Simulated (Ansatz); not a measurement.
**AlAsH4 (triplet): wave-function methods side by side, cc-pVTZ**

Aim: climb from Hartree-Fock through coupled cluster for AlAsH4 (triplet) at one geometry and basis, and see what each rung misses.

Computed with Ansatz 0.2.0, Gaussian basis. Level: cc-pVTZ, core rule «outside noble gas», up to 19 orbitals frozen.

To be run: UHF; CCSD(T) on ROHF; CCSD(T) on UHF; BCCD(T) on ROHF; CCSDT(Q) on ROHF; CCSDT(Q) on UHF.

3 further runs of the same task are left out: 3 set aside as unsound or not needed.

**1. The geometry**

The geometry is a PBE0/def2-TZVP stationary point (not a proven minimum) of the parent state, kept for this charge and spin. No spin-orbit coupling is included. The filled d shell of As may be among the frozen orbitals whatever the setting's name suggests; the logs give the count.

6 atoms, charge 0, spin multiplicity 3.

Atoms are counted from 1 here; the program's logs count them from 0.

Bond lengths: Al1–As2 2.429 Å, Al1–H3 1.587 Å, Al1–H4 1.587 Å, As2–H5 1.522 Å, As2–H6 1.522 Å. Angles: As2–Al1–H3 119.7°, As2–Al1–H4 119.7°, H3–Al1–H4 120.4°, Al1–As2–H5 91.4°, Al1–As2–H6 91.4°, H5–As2–H6 93.5°.

As a file:

```
Al    0.03192    0.00000    1.74961
As   -0.03846    0.00000   -0.67827
H    -0.00001    1.37725    2.53711
H    -0.00001   -1.37725    2.53711
H     1.00227    1.10859   -0.74635
H     1.00227   -1.10859   -0.74635
```

**2. UHF**

in.yaml reads:

```yaml
crystal:
  periodic: [false, false, false]
  atoms:
    - {symbol: Al, position_ang: [0.031918, 0.000000, 1.749608]}
    - {symbol: As, position_ang: [-0.038462, 0.000000, -0.678270]}
    - {symbol: H, position_ang: [-0.000011, 1.377251, 2.537113]}
    - {symbol: H, position_ang: [-0.000011, -1.377251, 2.537113]}
    - {symbol: H, position_ang: [1.002266, 1.108594, -0.746352]}
    - {symbol: H, position_ang: [1.002266, -1.108594, -0.746352]}
basis:
  gaussian: {orbitals: cc-pVTZ}
magnetization: {spin_polarized: true, initial_magnetization: 2}
hamiltonian: {xc: hf}
output: {orbitals: {seedname: orbitals}}
```

Command:

```
$ ansatz run in.yaml --threads 1 --pin off --events-out ev --progress --plain --max-ram 4096MiB --backend cpu
```

The runs that follow: CCSD(T) on ROHF; CCSD(T) on UHF; BCCD(T) on ROHF; CCSDT(Q) on ROHF; CCSDT(Q) on UHF.

**Question.** What will the summary of the whole plan be? Wanted: UCCSDT(Q) below the RHF energy; RMP2 from UCCSDT(Q); UMP2 from UCCSDT(Q); RCCSD from UCCSDT(Q); RCCSD(T) from UCCSDT(Q); UCCSD(T) from UCCSDT(Q); RCCSDT(Q) from UCCSDT(Q); T1 diagnostic.

The runs gave:

| quantity | value |
| --- | --- |
| UCCSDT(Q) below the RHF energy | -7.3931 eV |
| RMP2 from UCCSDT(Q) | +1508.1 meV |
| UMP2 from UCCSDT(Q) | +1512.8 meV |
| RCCSD from UCCSDT(Q) | +316.2 meV |
| RCCSD(T) from UCCSDT(Q) | +64.6 meV |
| UCCSD(T) from UCCSDT(Q) | +61.5 meV |
| RCCSDT(Q) from UCCSDT(Q) | +4.5 meV |
| levels within 1 kcal/mol (43 meV) | RCCSDT, UCCSDT, RCCSDT(Q) |
| T1 diagnostic | 0.039 |

**Reading.** RCCSD(T) lands +64.6 meV from the yardstick (0.9 % of the correlation energy). These misses are within one basis, not against nature; the frozen cores of restricted and unrestricted runs differ, which can shift their rows.
